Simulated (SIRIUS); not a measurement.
## MgI2 under changes of volume

One of the cells (34.041 Å³/atom); the others are scaled copies at fixed shape and fractional positions:

```
CELL_PARAMETERS angstrom
4.14000 0.00000 0.00000
-2.07000 3.58535 0.00000
0.00000 0.00000 6.88000
ATOMIC_POSITIONS crystal
I 0.66667 0.33333 0.75000
I 0.33333 0.66667 0.25000
Mg 0.00000 0.00000 0.00000
```

| Quantity | Value |
| --- | --- |
| Program | SIRIUS 7.12.0 |
| Functional | LDA |
| Potentials or basis | all-electron FP-LAPW |
| Cutoff | 158 eV |
| Basis | apw+lo standard |
| k mesh | 8 × 8 × 4 |
| Occupations | fermi-dirac, width 0.05 eV |
| Spin | no spin polarisation |

```tsv
volume (Å³/atom)	energy over the lowest point (meV/atom)	gap on the mesh (eV)
31.998	0.00	3.38
32.679	2.04	3.37
33.360	7.04	3.35
34.041	14.42	3.33
34.722	23.92	3.29
35.402	35.50	3.21
36.083	?	?
```

Q: What does the run at 36.083 Å³/atom give?

A: Energy over the lowest point 48.92 meV/atom; gap on the mesh 3.14 eV.

Worked out: A Birch-Murnaghan fit of order 3 (a polynomial in V^(-2/3)) to the other rows has its minimum at 31.87 Å³/atom, just outside them, with B0 = V·E''(V) = 36 GPa and B' = 4.7 at fixed shape and positions, which overstates the stiffness. It gives 48.72 meV/atom at 36.083 Å³/atom, against the run's 48.92. A parabola through the other rows of the gap, of slope -4.26 eV per unit of ln V there, extrapolates to 3.14 eV, against the run's 3.14.

Energies are extrapolated to zero smearing.

Caveats: spin-orbit coupling is left out, which moves the levels of the heavy elements.

A mesh can miss the band edges.
